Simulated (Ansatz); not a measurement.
I need a Berry-phase polarisation of BaHI, space group P4/nmm. Use the Ansatz DFT code, driven from Python. Level of theory (first run): LDA, PAW, the default cutoff (420 eV here), 4×4×3 k-points, fixed occupations.

```cif
data_structure
_symmetry_space_group_name_H-M 'P 1'
_symmetry_Int_Tables_number 1
_cell_length_a 4.8280
_cell_length_b 4.8280
_cell_length_c 7.8670
_cell_angle_alpha 90.000
_cell_angle_beta 90.000
_cell_angle_gamma 90.000
_cell_volume 183.38
loop_
_atom_site_label
_atom_site_type_symbol
_atom_site_fract_x
_atom_site_fract_y
_atom_site_fract_z
_atom_site_occupancy
Ba1 Ba 0.00000 0.50000 0.19000 1
Ba2 Ba 0.50000 0.00000 0.81000 1
H1 H 0.00000 0.00000 0.00000 1
H2 H 0.50000 0.50000 0.00000 1
I1 I 0.00000 0.50000 0.68000 1
I2 I 0.50000 0.00000 0.32000 1
```

`berry_bahi.py`
```python
import ansatz as az
import numpy as np

KGRID = (4, 4, 3)
SMEARING = "fixed"

vectors = np.array([
    [4.828, 0.0, 0.0],
    [0.0, 4.828, 0.0],
    [0.0, 0.0, 7.867],
])
bahi = (
    az.Lattice.of(vectors)
    .atom("Ba", (0.0, 0.5, 0.19))
    .atom("Ba", (0.5, 0.0, 0.81))
    .atom("H", (0.0, 0.0, 0.0))
    .atom("H", (0.5, 0.5, 0.0))
    .atom("I", (0.0, 0.5, 0.68))
    .atom("I", (0.5, 0.0, 0.32))
)

def berry(structure):
    return (
        structure.calculation()
        .functional(az.Functional.LDA)
        .kpoints(*KGRID, center="gamma")
        .occupations(SMEARING)
        .polarization()
        .run()
        .polarization()
    )


vectors = np.array(bahi.lattice.vectors)
shifted = bahi.move(2, to=np.array(bahi.sites[2].position) + 0.03 * np.linalg.inv(vectors)[1])
before, after = berry(bahi), berry(shifted)
for label, p in (("as typed", before), ("shifted", after)):
    print(label, "reduced polarisation:", [round(axis.reduced, 4) for axis in p.axes], "modulo", p.modulus)
change = np.array([b.reduced - a.reduced for a, b in zip(before.axes, after.axes)])
change -= before.modulus * np.round(change / before.modulus)
dipole = change @ vectors
print("dipole change (e A):", np.round(dipole, 4) + 0.0)
print("column of the Born charge of", bahi.sites[2].symbol, "for a shift along y:", np.round(dipole / 0.03, 2) + 0.0)
```

```console
$ python berry_bahi.py
DeckWarning: basis.ecutwfc = 420 eV, auto-derived from the records' recommended cutoffs: set by Ba (normal level)
as typed reduced polarisation: [14.0, 14.0, 27.0] modulo 1
shifted reduced polarisation: [14.0, 13.9928, 27.0] modulo 1
dipole change (e A): [ 0.     -0.0349 -0.0001]
column of the Born charge of H for a shift along y: [ 0.   -1.16  0.  ]
```
(Warnings from the package without file and line.)

Notes:
- The starting cell is as deposited in a crystallographic database; the results hold for this polymorph, which needn't be the stable one.
- Polarisation is defined up to a quantum, so only the change along a continuous path has meaning.
- Timing: 51 s on 1 thread of Arm Neoverse V2, with other jobs on the host, peak memory 0.48 GiB.

(Lines on the test bed's own set-up are left out of the output.)
